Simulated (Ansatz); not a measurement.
# SiAsH5 (built from SMILES [AsH3].[SiH2]): one structure at several levels

One table from this session's results is given with a row withheld; the runs are named, their logs left out.

Computed with Ansatz 0.2.0, Gaussian basis. Level: single points in def2-TZVPP.

Correlated methods freeze the cores. Filled d shells of the heavier atoms are correlated.

## The system as given

7 atoms, charge 0, spin multiplicity 1.

Atoms are counted from 1 here; the program's logs count them from 0.

Bond lengths: Si1–H2 1.533 Å, Si1–H4 1.489 Å, Si1–H5 1.444 Å, As3–H6 1.499 Å, As3–H7 1.489 Å. Angles: H2–Si1–H4 107.4°, H2–Si1–H5 105.2°, H4–Si1–H5 104.2°, H6–As3–H7 90.3°.

Geometry (Å):

```
Si    0.59890   -0.92060    1.05510
H     0.08890   -0.84040   -0.38870
As   -0.68400    0.97470   -0.65200
H    -0.55960   -0.65660    1.95190
H     1.44600    0.23610    1.22300
H    -1.39120    0.13540   -1.67270
H     0.49970    1.08330   -1.54850
```

The first run:

Input file run/in.yaml:

```yaml
crystal:
  periodic: [false, false, false]
  atoms:
    - {symbol: Si, position_ang: [0.598900, -0.920600, 1.055100]}
    - {symbol: H, position_ang: [0.088900, -0.840400, -0.388700]}
    - {symbol: As, position_ang: [-0.684000, 0.974700, -0.652000]}
    - {symbol: H, position_ang: [-0.559600, -0.656600, 1.951900]}
    - {symbol: H, position_ang: [1.446000, 0.236100, 1.223000]}
    - {symbol: H, position_ang: [-1.391200, 0.135400, -1.672700]}
    - {symbol: H, position_ang: [0.499700, 1.083300, -1.548500]}
basis:
  gaussian: {orbitals: def2-TZVPP}
correlation: {method: ccsd_t}
output: {forces: true}
```

The command line of these runs was not kept.

Steps of the session up to this table: CCSD(T)/def2-TZVPP; PBE0-D4/def2-TZVPP; wB97M-V/def2-TZVPP; r2SCAN-D4/def2-TZVPP; PBE-D4/def2-TZVPP; CAM-B3LYP-D4/def2-TZVPP; revPBE-D4/def2-TZVPP.

One table of the session follows, with a row left open; its other results are not shown here.

```
      method  RMS force component (eV/Å)  angle to CCSD(T) forces (°)  dipole (D)
     CCSD(T)                       0.387                    reference        0.55
     PBE0-D4                       0.444                         12.5        0.67
     wB97M-V                           ?                            ?           ?
   r2SCAN-D4                       0.429                          6.9        0.59
      PBE-D4                       0.540                         17.3        0.59
CAM-B3LYP-D4                       0.372                         15.3        0.74
   revPBE-D4                       0.554                         20.5        0.62
```

**Question.** Estimate the row for wB97M-V.

The run gave: RMS force component (eV/Å): 0.398; angle to CCSD(T) forces (°): 20.4; dipole (D): 0.78. In the column «RMS force component (eV/Å)» it lies between CCSD(T) (0.387) and r2SCAN-D4 (0.429).
